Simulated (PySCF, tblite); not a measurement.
# C4H8SSi2: geometry, infrared bands and NMR shifts

What infrared bands and NMR shifts should C4H8SSi2 (`C=CS[SiH2]C#C[SiH3]`) show?

The runs use tblite 0.8.0 and PySCF 2.14.0, with density-fitted response routines of our own; the level of theory stands in each step. All values are computed, except where a source is named. Atoms are numbered from 0 throughout.

## 1. Starting geometry

15 atoms, charge 0, multiplicity 1; geometry from: force field or distance geometry start.

Bonds of the start (Å): C0–C1 1.31, C1–S2 1.80, S2–Si3 2.14, Si3–C4 1.82, C4–C5 1.22, C5–Si6 1.82, C0–H7 1.08, C0–H8 1.09, C1–H9 1.08, Si3–H10 1.50, Si3–H11 1.46, Si6–H12 1.46, Si6–H13 1.46, Si6–H14 1.48.

## 2. Optimising the geometry with GFN2-xTB

What the job is given:

```
{"job": {"kind": "relax", "xc": "GFN2-xTB", "basis": "xTB"}, "charge": 0, "multiplicity": 1}
C     -3.231400     0.387800    -0.629300
C     -3.139100    -0.919500    -0.543200
S     -1.499000    -1.643700    -0.352900
Si    -0.437200    -0.663700     1.225200
C      1.169900    -0.132400     0.564800
C      2.245200     0.243900     0.117400
Si     3.867200     0.777400    -0.526300
H     -2.336000     0.998300    -0.592100
H     -4.174800     0.918500    -0.737400
H     -4.033600    -1.522100    -0.561300
H     -0.222900    -1.639500     2.341900
H     -1.165000     0.459000     1.804900
H      3.706700     1.050900    -1.947900
H      4.885800    -0.266400    -0.391600
H      4.359700     1.959600     0.205900
```

Command:

```console
OMP_NUM_THREADS=1 python probes_run.py task.json out
```

The driver reads the jobs from task.json and runs them one after another.

**Question.** This job is followed by: GFN2-xTB harmonic vibrations, gas phase; GIAO PBE0/pcSseg-1 NMR shielding, non-relativistic, gas phase. What will the session give for the following? strongest single infrared mode (GFN2-xTB); zero-point energy (GFN2-xTB); ¹³C shifts against TMS (PBE0/pcSseg-1); ¹H shifts against TMS (PBE0/pcSseg-1, means over atoms taken as alike); ³³S shifts against CS2 (PBE0/pcSseg-1); ²⁹Si shifts against TMS (PBE0/pcSseg-1); surface potential, 1st and 99th percentile.

The runs gave:

```
                                                              quantity                             value
                             strongest single infrared mode (GFN2-xTB)              684 cm⁻¹, 462 km/mol
                                          zero-point energy (GFN2-xTB)                     58.1 kcal/mol
                                ¹³C shifts against TMS (PBE0/pcSseg-1)    137.6, 119.9, 117.5, 114.2 ppm
¹H shifts against TMS (PBE0/pcSseg-1, means over atoms taken as alike)  6.42, 5.60, 5.60, 4.95, 4.24 ppm
                                ³³S shifts against CS2 (PBE0/pcSseg-1)                           -61 ppm
                               ²⁹Si shifts against TMS (PBE0/pcSseg-1)                  -66.2, -98.7 ppm
                                 surface potential, 1st and 99th percentile                -0.86 V and 1.38 V
```

**Reading.** Relaxing lowered the energy by 0.348 eV in 115 steps; the close pair that moved most is C1–S2, from 1.803 to 1.750 Å. The lowest mode is slightly imaginary (4i cm⁻¹), a soft motion within the noise of the Hessian, so the minimum is not strictly shown. The strongest single mode, at 684 cm⁻¹, moves mainly H10 and H11. Unscaled tight-binding wavenumbers are off by several per cent, some by more. Its intensities can rank the bands wrongly. C1 (alkene CH) lies farthest downfield among carbon, at 137.6 ppm; an sp2 carbon of a C=C bond. H9 (hydrogen on an alkene CH) lies farthest downfield among hydrogen, at 6.42 ppm; a vinylic proton, deshielded by the sp2 carbon and the C=C anisotropy. At PBE0/pcSseg-1: Shielding is most anisotropic at S2 (span 363 ppm, paramagnetic term -494 ppm). By nearest atom (PBE0/pcSseg-1), the HOMO sits on S2 52 %; C0 24 % and the LUMO on C4, C5 about 24 % each; Si3 13 %.
